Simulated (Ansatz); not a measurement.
# C₂H₆ClIn: one species, many methods

How much do the methods differ for C₂H₆ClIn? The plan is to run it at one geometry with functionals of several rungs and with coupled cluster, and see how far each lands from CCSD(T) at the basis-set limit for the atomisation energy.

The runs use Ansatz 0.2.0, Gaussian basis; functionals in def2-TZVPP, the program's frozen cores in correlated methods.

Plan: PBE-D4, r2SCAN-D4, PBE0-D4, B3LYP-D4, ωB97X-V, ωB97M-V, B2PLYP; CCSD(T)/def2-TZVPP; MP2/def2-QZVPP; extrapolation to the limit.

## 1. The geometry

The geometry comes from an earlier relaxation with PBE0-D4 in a triple-zeta def2 set; it is a stationary point, not always the lowest conformer. In takes the def2 core potential; no spin-orbit term is included.

SMILES `[CH3][InH][CH2]Cl`, 10 atoms, charge 0, spin multiplicity 1.

Atoms are counted from 1 here; the program's logs count them from 0.

Bond lengths: C1–In2 2.147 Å, C1–H5 1.091 Å, C1–H6 1.092 Å, C1–H7 1.090 Å, In2–C3 2.179 Å, In2–H8 1.723 Å, C3–Cl4 1.812 Å, C3–H9 1.087 Å, C3–H10 1.088 Å. Angles: In2–C1–H5 109.2°, In2–C1–H6 109.7°, In2–C1–H7 111.9°, H5–C1–H6 108.0°, H5–C1–H7 109.2°, H6–C1–H7 108.8°, C1–In2–C3 115.9°, C1–In2–H8 127.1°, C3–In2–H8 116.7°, In2–C3–Cl4 97.2°, In2–C3–H9 117.3°, In2–C3–H10 117.0°, Cl4–C3–H9 106.7°, Cl4–C3–H10 106.7°, H9–C3–H10 110.1°.

## 2. PBE-D4 (GGA)

in.yaml

```yaml
crystal:
  periodic: [false, false, false]
  atoms:
    - {symbol: C, position_ang: [-1.797101, -0.370273, -0.334001]}
    - {symbol: In, position_ang: [0.212092, -0.832654, 0.265952]}
    - {symbol: C, position_ang: [1.562455, 0.866244, 0.458137]}
    - {symbol: Cl, position_ang: [2.056267, 0.961927, -1.282967]}
    - {symbol: H, position_ang: [-1.769755, 0.358947, -1.145635]}
    - {symbol: H, position_ang: [-2.337857, 0.077212, 0.502880]}
    - {symbol: H, position_ang: [-2.336120, -1.256949, -0.666083]}
    - {symbol: H, position_ang: [0.904257, -2.398239, 0.462544]}
    - {symbol: H, position_ang: [2.472806, 0.716660, 1.033418]}
    - {symbol: H, position_ang: [1.115958, 1.825726, 0.708754]}
basis:
  gaussian: {orbitals: def2-TZVPP}
hamiltonian: {xc: pbe, dispersion: d4}
output: {forces: true, orbitals: {seedname: orbitals}}
```

On the command line:

```console
ansatz run in.yaml --threads 4 --pin off --events-out ev --progress --plain --max-ram 10444MiB
```

Further steps of the session: r2SCAN-D4 (meta-GGA); PBE0-D4 (hybrid); B3LYP-D4 (hybrid); ωB97X-V (range-separated); ωB97M-V (range-separated); B2PLYP (double hybrid); CCSD(T) in def2-TZVPP; MP2 in def2-QZVPP.

**Question.** What will the summary of the whole plan be? Wanted: atomisation energy, CCSD(T)/CBS; farthest; mean size of error, hybrid; mean size of error, range-separated; gap, smallest and largest; T1 diagnostic; triples share of the correlation energy.

**Answer**, as computed:

```
                               quantity                                         value
        atomisation energy, CCSD(T)/CBS                                 3158.4 kJ/mol
 functionals within 31.6 kJ/mol (1.0 %)  PBE-D4, r2SCAN-D4, PBE0-D4, ωB97X-V, ωB97M-V
                               farthest                         B2PLYP (-62.2 kJ/mol)
             mean size of error, hybrid                                   21.2 kJ/mol
    mean size of error, range-separated                                    1.0 kJ/mol
              gap, smallest and largest           3.84 eV (PBE-D4), 9.77 eV (ωB97X-V)
                          T1 diagnostic                                        0.0121
triples share of the correlation energy                                         3.7 %
```

In words: PBE-D4 is off by +24.8 kJ/mol. Double hybrids carry the basis error of their MP2 part in triple zeta, and no dispersion term here, so their miss is partly the set-up's. Misses under about 31.6 kJ/mol are within the doubt on the reference itself, which lacks core-valence correlation, spin-orbit coupling and higher excitations, and its outer-core shells are covered unevenly. All levels share the lack of spin-orbit coupling, which lowers the free heavy atoms and so the true binding. Hartree-Fock recovers 73 % of the binding; the rest is correlation. The gap grows from 3.8 to 9.8 eV across the functionals, mostly with the share of exact exchange. Correlated methods include outer-core shells of In, which these sets cover unevenly.
